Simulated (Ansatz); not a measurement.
# AlAsH5N (SMILES [NH2][AlH][AsH2]): functionals against CCSD(T) at one geometry

One table from this session's results is given with a row withheld; the runs are named, their logs left out.

Computed with Ansatz 0.2.0, Gaussian basis. Level: single points in def2-TZVPP.

Cores are frozen in the correlated methods. Filled d shells of the heavier atoms are correlated.

**Starting geometry**

SMILES `[NH2][AlH][AsH2]`, 8 atoms, charge 0, spin multiplicity 1.

Atoms are counted from 1 here; the program's logs count them from 0.

Bond lengths: N1–Al2 1.829 Å, N1–H4 1.009 Å, N1–H5 0.949 Å, Al2–As3 2.385 Å, Al2–H6 1.536 Å, As3–H7 1.503 Å, As3–H8 1.492 Å. Angles: Al2–N1–H4 125.2°, Al2–N1–H5 124.9°, H4–N1–H5 109.8°, N1–Al2–As3 125.0°, N1–Al2–H6 107.6°, As3–Al2–H6 127.0°, Al2–As3–H7 84.5°, Al2–As3–H8 81.4°, H7–As3–H8 94.0°.

Coordinates:

| atom | x (Å) | y (Å) | z (Å) |
| --- | --- | --- | --- |
| N1 | -1.1288 | 1.0186 | -0.7884 |
| Al2 | 0.3743 | 0.4410 | 0.0796 |
| As3 | 1.2430 | -1.7784 | -0.0173 |
| H4 | -1.7884 | 0.4236 | -1.2675 |
| H5 | -1.3747 | 1.9286 | -0.9019 |
| H6 | 0.8530 | 1.5820 | 0.9897 |
| H7 | 1.9057 | -1.4221 | 1.2842 |
| H8 | -0.0727 | -2.0815 | 0.6168 |

Set-up of the first run:

File run/in.yaml:

```yaml
crystal:
  periodic: [false, false, false]
  atoms:
    - {symbol: N, position_ang: [-1.128800, 1.018600, -0.788400]}
    - {symbol: Al, position_ang: [0.374300, 0.441000, 0.079600]}
    - {symbol: As, position_ang: [1.243000, -1.778400, -0.017300]}
    - {symbol: H, position_ang: [-1.788400, 0.423600, -1.267500]}
    - {symbol: H, position_ang: [-1.374700, 1.928600, -0.901900]}
    - {symbol: H, position_ang: [0.853000, 1.582000, 0.989700]}
    - {symbol: H, position_ang: [1.905700, -1.422100, 1.284200]}
    - {symbol: H, position_ang: [-0.072700, -2.081500, 0.616800]}
basis:
  gaussian: {orbitals: def2-TZVPP}
correlation: {method: ccsd_t}
output: {forces: true}
```

The command line of these runs was not kept.

Among the steps run: CCSD(T)/def2-TZVPP; PBE0-D4/def2-TZVPP; wB97M-V/def2-TZVPP; r2SCAN-D4/def2-TZVPP; PBE-D4/def2-TZVPP; wB97X-V/def2-TZVPP; r2SCAN0-D4/def2-TZVPP.

One table of the session follows, with a row left open; its other results are not shown here.

| method | RMS force component (eV/Å) | angle to CCSD(T) forces (°) | dipole (D) |
| --- | --- | --- | --- |
| CCSD(T) | 1.175 | reference | 0.78 |
| PBE0-D4 | 1.191 | 2.3 | 0.77 |
| wB97M-V | 1.166 | 1.6 | 0.78 |
| r2SCAN-D4 | ? | ? | ? |
| PBE-D4 | 1.247 | 7.4 | 0.87 |
| wB97X-V | 1.195 | 1.5 | 0.76 |
| r2SCAN0-D4 | 1.157 | 4.6 | 0.77 |

Q: Estimate the row for r2SCAN-D4 from the others.

As computed: RMS force component (eV/Å): 1.185; angle to CCSD(T) forces (°): 1.5; dipole (D): 0.86. In the column «RMS force component (eV/Å)» it lies between CCSD(T) (1.175) and PBE0-D4 (1.191).
